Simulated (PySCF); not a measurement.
# SnH2F2 (SMILES [F][SnH2][F]) at M06-2X/def2-SVP (core potential)

What is the vertical ionisation energy of SnH2F2 at M06-2X/def2-SVP (core potential)? 

The results are computed with PySCF 2.14.0.

2 further runs of the same task are left out: 2 set aside as unsound or not needed.

## (1) Starting point

The species is SnH2F2 (5 atoms), meant as a singlet with charge 0. As SMILES, `[F][SnH2][F]`. Geometry: relaxed at PBE0-D4/def2-TZVP.

Bond lengths: F1–Sn2 1.909 Å, Sn2–F3 1.909 Å, Sn2–H4 1.692 Å, Sn2–H5 1.692 Å. Angles: F1–Sn2–F3 103.3°, F1–Sn2–H4 107.1°, F1–Sn2–H5 107.1°, F3–Sn2–H4 107.1°, F3–Sn2–H5 107.1°, H4–Sn2–H5 123.6°.

## (2) The energy at M06-2X/def2-SVP (core potential)

job.py reads:

```python
# [F][SnH2][F]
from pyscf import gto, dft

mol = gto.M(
    atom='''
F     -0.649121    -0.673309     3.290769
Sn     0.243586    -0.138328    -0.162894
F     -2.326631     2.098919    -1.346241
H     -0.165162    -2.923595    -1.680155
H      2.991814     1.496852    -0.179524
''',
    unit='bohr',
    verbose=3,
    ecp={'Sn': 'def2-svp'},
    basis='def2-svp',
    max_memory=1860,
)

myscf = dft.RKS(mol)
myscf.xc = 'm06-2x'
myscf.grids.level = 5
myscf.conv_tol = 1e-10
myscf.kernel()
if not myscf.converged:
    myscf = myscf.newton().run(myscf.mo_coeff, myscf.mo_occ)

etot = myscf.e_tot
print('E = %.10f Eh' % etot)
```

Started as:

```
OMP_NUM_THREADS=1 python job.py
```

The program printed:

```text
converged SCF energy = -414.915472853199
E = -414.9154728532 Eh
```

Wall time 15 s (1 thread of Arm Neoverse V1, shared host); peak memory 0.37 GiB.

## (3) The doublet cation, same level

calc.py reads:

```python
from pyscf import gto, dft

mol = gto.M(
    atom='''
F   -0.343500  -0.356300   1.741400
Sn   0.128900  -0.073200  -0.086200
F   -1.231200   1.110700  -0.712400
H   -0.087400  -1.547100  -0.889100
H    1.583200   0.792100  -0.095000
''',
    basis='def2-svp',
    spin=1,
    ecp={'Sn': 'def2-svp'},
    verbose=3,
    charge=1,
    max_memory=1860,
)

calc0 = dft.UKS(mol)
calc0.xc = 'm06-2x'
calc0.conv_tol = 1e-10
calc0.grids.level = 5
calc0.kernel()
if not calc0.converged:
    calc0 = calc0.newton().run(calc0.mo_coeff, calc0.mo_occ)

etot = calc0.e_tot
print('E = %.10f Eh' % etot)
```

Started as:

```
OMP_NUM_THREADS=1 python calc.py
```

The program printed:

```text
converged SCF energy = -414.454038618873  <S^2> = 0.77378344  2S+1 = 2.0236437
E = -414.4540386189 Eh
```

Wall time 38 s (1 thread of Arm Neoverse V1, shared host); peak memory 0.39 GiB.

## (4) Summary of results

Level: M06-2X/def2-SVP (core potential).

| quantity | value |
| --- | --- |
| singlet SnH2F2: total energy | -414.91547 Eh |
| singlet SnH2F2: dipole moment | 3.55 D |
| singlet SnH2F2: HOMO energy | -11.08 eV |
| singlet SnH2F2: LUMO energy | 0.32 eV |
| singlet SnH2F2: HOMO–LUMO gap | 11.40 eV |
| doublet cation: total energy | -414.45404 Eh |
| doublet cation: HOMO energy (highest over α and β) | -18.33 eV |
| doublet cation: LUMO energy (lowest over α and β) | -14.04 eV |
| doublet cation: ⟨S²⟩ | 0.774 |
| vertical ionisation energy (to the doublet cation) | 12.556 eV |

In words: The vertical ionisation energy comes to 12.56 eV (290 kcal/mol). The negative HOMO energy of the first species, 11.08 eV, lies 1.47 eV below that difference. Mulliken charges (singlet SnH2F2) run from -0.49 on F3 to +1.20 on Sn2.
